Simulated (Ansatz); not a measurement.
# K3CuP2S7: the cost of one run

Method: DFT, PBE, plane-wave PAW, default files, scalar-relativistic, as far as a step names no other, in Ansatz 0.2.0.

### Step 1. Starting point

The structure is monoclinic, space group P2_1/c (No. 14). The conventional cell has a = 15.364 Å, b = 6.763 Å, c = 13.412 Å, α = 90.00°, β = 98.58°, γ = 90.00°. K (site symmetry 1) is surrounded by 6 S at 3.17 to 3.46 Å. K (site symmetry 1) is surrounded by 7 S at 3.21 to 3.53 Å. K (site symmetry 1) has 7 S at 3.31 to 3.61 Å and 1 P at 3.71 Å as nearest neighbours. Cu (site symmetry 1) is surrounded by 3 S at 2.21 to 2.26 Å. P (site symmetry 1) is surrounded by 4 S at 2.01 to 2.16 Å. Around P (site symmetry 1) lie 4 S at 2.01 to 2.18 Å. S (site symmetry 1) has 2 P at 2.16 to 2.18 Å as nearest neighbours. S (site symmetry 1) has 1 P at 2.03 Å as nearest neighbours. Only part of the 13 independent sites is listed.

Structure file:

```xyz
52
Lattice="15.3645 0.0000 0.0000 0.0000 6.7631 0.0000 -2.0018 0.0000 13.2616" Properties=species:S:1:pos:R:3 pbc="T T T"
K     6.2958    5.2707   11.9821
K     7.0669    1.4924    1.2795
K     9.1063    1.6201   10.8307
K     3.2555    5.0016    9.0617
K    12.5740    4.4036   11.1771
K     7.2967    4.8740    5.3513
K    -0.2122    1.0221    8.7154
K     0.7887    2.3595    2.0846
K     4.2564    5.1430    2.4309
K     6.0660    1.8891    7.9103
K    13.5749    5.7410    4.5462
K    10.1072    1.7615    4.1999
Cu    2.1491    3.5155    5.7525
Cu   12.2145    0.1340    0.8783
Cu   11.2136    3.2476    7.5091
Cu    1.1482    6.6292   12.3833
P     4.7683    1.7580    4.3976
P     1.7257    0.0030    5.1196
P     0.7248    3.3785   11.7504
P    12.6379    3.3846    1.5112
P     9.5953    5.1395    2.2332
P     3.7674    1.6236   11.0284
P     8.5944    5.0051    8.8640
P    11.6371    6.7601    8.1420
S     2.8757    3.2611   12.1102
S     6.6299    5.4522    8.5826
S    10.4870    3.5020    1.1514
S     0.7878    1.7863    5.5300
S    13.5758    5.1679    1.1009
S     4.1507    1.7828    2.4883
S    10.0259    0.1323    1.2382
S     6.7328    1.3109    4.6791
S     7.6308    4.6925    1.9518
S     9.0250    3.2493    7.8690
S     9.2120    4.9804   10.7733
S    13.0535    2.7015    3.3506
S    12.1800    1.3675    6.7042
S    13.1809    2.0141    0.0734
S    12.0526    0.6801    9.9814
S    12.5749    4.9768    7.7317
S    10.2129    5.1643    4.1425
S     0.3092    4.0616    9.9110
S     1.3101    6.0830    3.2802
S     9.4861    6.6427    7.7822
S     3.1498    1.5988    9.1191
S     4.3378    3.5138    5.3926
S    -0.2131    1.5952   12.1608
S     3.8766    0.1204    5.4794
S     3.3369    6.6309   12.0234
S     1.1827    5.3956    6.5574
S     5.7319    2.0706   11.3099
S     0.1818    4.7490   13.1882
```

### Step 2. Single point at the given positions

The input, input.yaml:

```yaml
crystal:
  lattice:
    - [15.3644989366, 0.0, 0.0]
    - [0.0, 6.763115, 0.0]
    - [-2.0017938955, 0.0, 13.261629231]
  atoms:
    - { symbol: K, position: [0.527477, 0.779328, 0.90352] }
    - { symbol: K, position: [0.472523, 0.220672, 0.09648] }
    - { symbol: K, position: [0.699092, 0.239546, 0.816698] }
    - { symbol: K, position: [0.300908, 0.739546, 0.683302] }
    - { symbol: K, position: [0.928189, 0.651125, 0.842812] }
    - { symbol: K, position: [0.527477, 0.720672, 0.40352] }
    - { symbol: K, position: [0.071811, 0.151125, 0.657188] }
    - { symbol: K, position: [0.071811, 0.348875, 0.157188] }
    - { symbol: K, position: [0.300908, 0.760454, 0.183302] }
    - { symbol: K, position: [0.472523, 0.279328, 0.59648] }
    - { symbol: K, position: [0.928189, 0.848875, 0.342812] }
    - { symbol: K, position: [0.699092, 0.260454, 0.316698] }
    - { symbol: Cu, position: [0.196391, 0.519807, 0.433771] }
    - { symbol: Cu, position: [0.803609, 0.019807, 0.066229] }
    - { symbol: Cu, position: [0.803609, 0.480193, 0.566229] }
    - { symbol: Cu, position: [0.196391, 0.980193, 0.933771] }
    - { symbol: P, position: [0.353547, 0.259938, 0.331604] }
    - { symbol: P, position: [0.162611, 0.000447, 0.386045] }
    - { symbol: P, position: [0.162611, 0.499553, 0.886045] }
    - { symbol: P, position: [0.837389, 0.500447, 0.113955] }
    - { symbol: P, position: [0.646453, 0.759938, 0.168396] }
    - { symbol: P, position: [0.353547, 0.240062, 0.831604] }
    - { symbol: P, position: [0.646453, 0.740062, 0.668396] }
    - { symbol: P, position: [0.837389, 0.999553, 0.613955] }
    - { symbol: S, position: [0.306139, 0.482195, 0.913178] }
    - { symbol: S, position: [0.515829, 0.806165, 0.647173] }
    - { symbol: S, position: [0.693861, 0.517805, 0.086822] }
    - { symbol: S, position: [0.105605, 0.26413, 0.416989] }
    - { symbol: S, position: [0.894395, 0.76413, 0.083011] }
    - { symbol: S, position: [0.294594, 0.2636, 0.18763] }
    - { symbol: S, position: [0.664698, 0.019556, 0.093367] }
    - { symbol: S, position: [0.484171, 0.193835, 0.352827] }
    - { symbol: S, position: [0.515829, 0.693835, 0.147173] }
    - { symbol: S, position: [0.664698, 0.480444, 0.593367] }
    - { symbol: S, position: [0.705406, 0.7364, 0.81237] }
    - { symbol: S, position: [0.882507, 0.399444, 0.252655] }
    - { symbol: S, position: [0.858603, 0.202195, 0.505536] }
    - { symbol: S, position: [0.858603, 0.297805, 0.005536] }
    - { symbol: S, position: [0.882507, 0.100556, 0.752655] }
    - { symbol: S, position: [0.894395, 0.73587, 0.583011] }
    - { symbol: S, position: [0.705406, 0.7636, 0.31237] }
    - { symbol: S, position: [0.117493, 0.600556, 0.747345] }
    - { symbol: S, position: [0.117493, 0.899444, 0.247345] }
    - { symbol: S, position: [0.693861, 0.982195, 0.586822] }
    - { symbol: S, position: [0.294594, 0.2364, 0.68763] }
    - { symbol: S, position: [0.335302, 0.519556, 0.406633] }
    - { symbol: S, position: [0.105605, 0.23587, 0.916989] }
    - { symbol: S, position: [0.306139, 0.017805, 0.413178] }
    - { symbol: S, position: [0.335302, 0.980444, 0.906633] }
    - { symbol: S, position: [0.141397, 0.797805, 0.494464] }
    - { symbol: S, position: [0.484171, 0.306165, 0.852827] }
    - { symbol: S, position: [0.141397, 0.702195, 0.994464] }
kpoints:
  mp_grid: { grid: [2, 4, 2] }
scf:
  occupations: { method: fermi_dirac, width: 0.02 }
hamiltonian:
  xc: pbe
  pseudopotentials: { kind: paw }
output:
  forces: true
  stress: true
  populations: true
  efg:
    quadrupole_moments_barn: { K: 0.0603, Cu: -0.22, S: -0.0694 }
    contact_densities: true
```

On the command line:

```bash
> ansatz run input.yaml --threads 4 --pin off --max-ram 8192MiB --backend cpu --events-out ev --progress --plain --runs-dir out
```

What time and memory should one allow on 4 threads of an x86-64 CPU, shared host?

About 1.8 min, with a peak of 7.2 GiB.
